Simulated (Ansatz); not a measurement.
**Ti: response to strain**

Ti is deformed so: equal xy, yz and zx engineering shear strains of -1 %. What stress and forces result, by LAPW, PAW and all-electron datasets made for the crystal?

Computed with Ansatz 0.2.0 (DFT PBEsol, scalar-relativistic, unless a step's input says otherwise).

### 1 Starting point

It takes space group P6_3/mmc (No. 194, hexagonal). The conventional cell has a = 2.950 Å, b = 2.950 Å, c = 4.686 Å, α = 90.00°, β = 90.00°, γ = 120.00°. Ti (site symmetry -6m2) has 12 Ti at 2.90 to 2.95 Å as nearest neighbours.

Coordinates:

```
Ti
1.0
     2.95000    0.00000    0.00000
    -1.47500    2.55477    0.00000
     0.00000    0.00000    4.68600
Ti
2
Direct
  0.33333 0.66667 0.25000
  0.66667 0.33333 0.75000
```

Atoms are numbered in the order of the input: Ti1, Ti2.

### 2 The deformed structure

Space group P6_3/mmc before, P-1 after.

### 3 All-electron LAPW

Contents of input.yaml:

```yaml
crystal:
  lattice:
    - [2.9499978604, -0.0147499893, -0.0147499893]
    - [-1.4877727956, 2.5621480828, -0.0053988708]
    - [-0.02343, -0.02343, 4.686]
  atoms:
    - { symbol: Ti, position: [0.3333333333, 0.6666666667, 0.25] }
    - { symbol: Ti, position: [0.6666666667, 0.3333333333, 0.75] }
kpoints:
  mp_grid: { grid: [13, 13, 7] }
  band_path:
    path:
      - [0.0, 0.0, 0.0]
      - [0.0, 0.0, 0.5]
      - [-0.5, 0.5, 0.0]
      - [0.0, 0.0, 0.0]
      - [0.0, -0.5, 0.0]
      - [-0.5, 0.0, 0.5]
      - [0.0, 0.0, 0.0]
      - [-0.5, 0.0, 0.0]
      - [0.0, -0.5, 0.5]
    npoints: 5
scf:
  occupations: { method: fermi_dirac, width: 0.08 }
hamiltonian:
  xc: pbesol
  pseudopotentials: { kind: all_electron, lapw: { basis_error: 0.0005 } }
output:
  forces: true
  stress: true
  eigenvalues: true
```

Run with:

```
> ansatz run input.yaml --threads 1 --pin off --max-ram 3072MiB --backend cpu --events-out ev --progress --plain --runs-dir out
```

Output, shortened:

```text
LAPW: plane waves up to 7.936 Å⁻¹, error target 5.0e-4 eV per atom; small_component_spin mean_spin; Ti in spheres of 1.437 Å, 12 of its electrons in bands, Dirac shells []
[...]
Pseudopotentials: kind: all_electron
Pseudopotential: Ti, LAPW, valence charge 12, Koelling and Harmon's equation, gaussian nucleus
Functional definition: PBEsol
[...]
Crystal: 2 atoms, lattice volume = 35.314 Å³
Basis set: ecut = 239.9305512325778 eV, 305 PW (Γ), exchange–correlation at level 2
Bands: 16, of which v1, the nominal top of the filled ones, is band 12 counted from 1 (11 counted from 0)
Symmetry: 2 space group operations
Space group: P-1 (ITA 2), of the structure as read, at distance tolerance 3.3e-5 Å
k-points: 592 of 1183
[...]
SCF iter   1: F=—  HF=-46415.542541 eV  |F-HF|=—  |Δ(HF+E_count)|=         —  Δρ=2.64e-2  dr2=1.83e-1  ethr=7.57e-4  ⟨swp⟩=2.7  Hψ=67340  notcnv=0
[...]
the basis was enlarged: its passes take 335.4 KiB over the memory plan, 1 of 1 planned eigensolver slots
[...]
SCF iter   6: F=-46415.130009 eV  HF=-46415.130009 eV  |F-HF|=1.30e-7  |Δ(HF+E_count)|=   1.62e-6  Δρ=9.67e-6  dr2=7.26e-8  ethr=6.10e-9  ⟨swp⟩=3.0  Hψ=32687  notcnv=0
[...]
NSCF: frozen V_eff on 41 k-points
SCF converged after 6 iterations
Free energy (F): -46415.130009 eV
[...]
E sigma→0 (E₀):  -46415.105477 eV
Entropy (-TS):   -0.049064 eV (-24.532 meV/atom)
Fermi energy:    13.391165 eV
[...]
--- Forces (eV/Å), atoms counted from 1 ---
  atom   1  Ti     0.02626125     0.00034774     0.00214461
  atom   2  Ti    -0.02626125    -0.00034774    -0.00214461
[...]
--- Stress (GPa, compression-positive) ---
       -5.642753       0.608273       0.398503
        0.608273      -5.637286       0.398050
        0.398503       0.398050      -6.130979
  P = ⅓ Tr σ = -5.8037 GPa (-58.037 kbar)
--- Band table (eV; the first three rows and the last of 592) ---
  k-point 0: bands = ["-43.2034", "-43.0729", "-19.8914", "-19.2799", "-19.2707", "-19.2101", "-19.1837", "-19.1734", "7.2483", "10.7525", "14.1088", "14.1143", "14.2383", "14.2713", "14.6078", "14.7132"]
[...]
```

Run time: 73 s. Hardware: 1 thread of Arm Neoverse V1, shared host; peak memory 1 GiB.

Read from it: pressure -5.80 GPa; no gap; largest force 0.026 eV/Å.

### 4 PAW on the default files

Contents of input.yaml:

```yaml
crystal:
  lattice:
    - [2.9499978604, -0.0147499893, -0.0147499893]
    - [-1.4877727956, 2.5621480828, -0.0053988708]
    - [-0.02343, -0.02343, 4.686]
  atoms:
    - { symbol: Ti, position: [0.3333333333, 0.6666666667, 0.25] }
    - { symbol: Ti, position: [0.6666666667, 0.3333333333, 0.75] }
kpoints:
  mp_grid: { grid: [13, 13, 7] }
scf:
  occupations: { method: fermi_dirac, width: 0.08 }
hamiltonian:
  xc: pbesol
  pseudopotentials: { kind: paw }
output:
  forces: true
  stress: true
  eigenvalues: true
  efg: { contact_densities: true }
```

Run with:

```
> ansatz run input.yaml --threads 1 --pin off --max-ram 3072MiB --backend cpu --events-out ev --progress --plain --runs-dir out
```

Output, shortened:

```text
[...]
Pseudopotentials: kind: paw
Pseudopotential: Ti, paw, valence charge 12, recommended cutoff 420 eV (normal)
[... 1 set-up line as earlier in the session ...]
[...]
Crystal: 2 atoms, lattice volume = 35.314 Å³
Basis set: ecut = 420 eV, 687 PW (Γ), exchange–correlation on 40×40×64 points (8 copies of the dense FFT grid, shifted against one another)
Bands: 16, of which v1, the nominal top of the filled ones, is band 12 counted from 1 (11 counted from 0)
[... 2 set-up lines as earlier in the session ...]
k-points: 592 of 1183
[...]
SCF iter   1: F=—  HF=-4947.783929 eV  |F-HF|=—  |Δ(HF+E_count)|=         —  Δρ=7.87e-3  dr2=1.68e-2  ethr=1.77e-3  ⟨swp⟩=3.8  Hψ=38727  notcnv=0
[...]
  atom   1  Ti     0.02626275     0.00034676     0.00148481
  atom   2  Ti    -0.02626275    -0.00034676    -0.00148481
[...]
--- Stress (GPa, compression-positive) ---
       -5.633374       0.607996       0.398092
        0.607996      -5.627860       0.397643
        0.398092       0.397643      -6.123186
  P = ⅓ Tr σ = -5.7948 GPa (-57.948 kbar)
--- PAW observables at the nuclei: V_zz in 10²¹ V/m², potentials from the cell's mean, atoms counted from 1 ---
  atom   1  Ti V_zz =    +1.834756   η = 0.0337   by run symmetry: allowed
            electrostatic potential = -2530.666735 V   contact ρ = 56645.114356 e/Å³
  atom   2  Ti V_zz =    +1.834756   η = 0.0337   by run symmetry: allowed
            electrostatic potential = -2530.666735 V   contact ρ = 56645.114356 e/Å³
--- Band table (eV; the first three rows and the last of 592) ---
  k-point 0: bands = ["-43.6102", "-43.4798", "-20.2980", "-19.6852", "-19.6760", "-19.6164", "-19.5889", "-19.5786", "6.8417", "10.3462", "13.7012", "13.7076", "13.8316", "13.8641", "14.2013", "14.3068"]
[...]
```

It took 17 s on 1 thread of Arm Neoverse V1, shared host; peak memory 0.55 GiB.

Read from it: pressure -5.79 GPa; no gap; largest force 0.026 eV/Å; Vzz Ti1 1.83 (η = 0.03) (10²¹ V/m²).

### 5 Datasets made for this crystal

Changes to input.yaml since step 4:

```diff
@@ -14,3 +14,3 @@
   xc: pbesol
-  pseudopotentials: { kind: paw }
+  pseudopotentials: { kind: all_electron, datasets: crystal }
 output:
```

Run with:

```
> ansatz run input.yaml --threads 1 --pin off --max-ram 3072MiB --backend cpu --events-out ev --progress --plain --runs-dir out
```

Output, shortened:

```text
[...]
band count auto-derived: 13 (N_el = 8.0; filled up to band 4; 8 by the electrons, moments and atoms)
[...]
[... 1 set-up line as earlier in the session ...]
Pseudopotential: Ti, paw, valence charge 12, recommended cutoff 260 eV (normal), Koelling and Harmon's equation, gaussian nucleus
[... 1 set-up line as earlier in the session ...]
[...]
Crystal: 2 atoms, lattice volume = 35.314 Å³
Basis set: ecut = 260 eV, 313 PW (Γ), exchange–correlation on 32×32×50 points (8 copies of the dense FFT grid, shifted against one another)
Bands: 13, of which v1, the nominal top of the filled ones, is band 4 counted from 1 (3 counted from 0)
[... 2 set-up lines as earlier in the session ...]
k-points: 592 of 1183
[...]
SCF iter   1: F=—  HF=-46415.653553 eV  |F-HF|=—  |Δ(HF+E_count)|=         —  Δρ=6.58e-2  dr2=1.58e0  ethr=1.99e-2  ⟨swp⟩=2.0  Hψ=48150  notcnv=0
[...]
  atom   1  Ti     0.02626553     0.00034135     0.00138033
  atom   2  Ti    -0.02626553    -0.00034135    -0.00138033
[...]
--- Stress (GPa, compression-positive) ---
       -5.642724       0.608466       0.398522
        0.608466      -5.637212       0.398090
        0.398522       0.398090      -6.130671
  P = ⅓ Tr σ = -5.8035 GPa (-58.035 kbar)
  It holds what live shells' own plane waves past their cutoff add
--- PAW observables at the nuclei: V_zz in 10²¹ V/m², potentials from the cell's mean, atoms counted from 1 ---
  atom   1  Ti V_zz =    +1.806404   η = 0.0286   by run symmetry: allowed
            electrostatic potential = -2529.228435 V   contact ρ = 56692.024426 e/Å³
  atom   2  Ti V_zz =    +1.806404   η = 0.0286   by run symmetry: allowed
            electrostatic potential = -2529.228435 V   contact ρ = 56692.024426 e/Å³
--- Band table (eV; the first three rows and the last of 592) ---
  k-point 0: bands = ["7.2483", "10.7524", "14.1088", "14.1141", "14.2381", "14.2712", "14.6076", "14.7131", "15.0050", "15.0381", "16.5052"]
[...]
```

It took 43 s on 1 thread of Arm Neoverse V1, shared host; peak memory 0.86 GiB.

In short: pressure -5.80 GPa; no gap; largest force 0.026 eV/Å; Vzz Ti1 1.81 (η = 0.03) (10²¹ V/m²).

### 6 Side by side

Stress (GPa, compression positive):

```tsv
method	xx	yy	zz	yz	xz	xy
LAPW	-5.64	-5.64	-6.13	0.40	0.40	0.61
PAW	-5.63	-5.63	-6.12	0.40	0.40	0.61
crystal datasets	-5.64	-5.64	-6.13	0.40	0.40	0.61
```

Forces (eV/Å):

```tsv
atom	LAPW x	LAPW y	LAPW z	PAW x	PAW y	PAW z	crystal datasets x	crystal datasets y	crystal datasets z
Ti1	0.026	0.000	0.002	0.026	0.000	0.001	0.026	0.000	0.001
Ti2	-0.026	0.000	-0.002	-0.026	0.000	-0.001	-0.026	0.000	-0.001
```

```
          method  pressure (GPa)  largest force (eV/Å)  Vzz Ti1 (10²¹ V/m²)  SCF cycles, all passes
            LAPW           -5.80                 0.026                    –                       6
             PAW           -5.79                 0.026                 1.83                       6
crystal datasets           -5.80                 0.026                 1.81                       9
```

### 7 Results

```
                                 quantity                                              value
                                 pressure  LAPW -5.80, PAW -5.79, crystal datasets -5.80 GPa
largest shear or deviatoric stress (LAPW)                                           0.61 GPa
```

In words: The largest part of the stress beyond the pressure is 0.61 GPa in size, in the xy component; the atoms are carried along and not relaxed. No run of the undeformed cell stands beside it, so the pressure holds what the given cell had before the change. PAW: stress within 0.01 GPa of LAPW, forces within 1 meV/Å. Crystal datasets: stress within 0.01 GPa of LAPW, forces within 1 meV/Å.
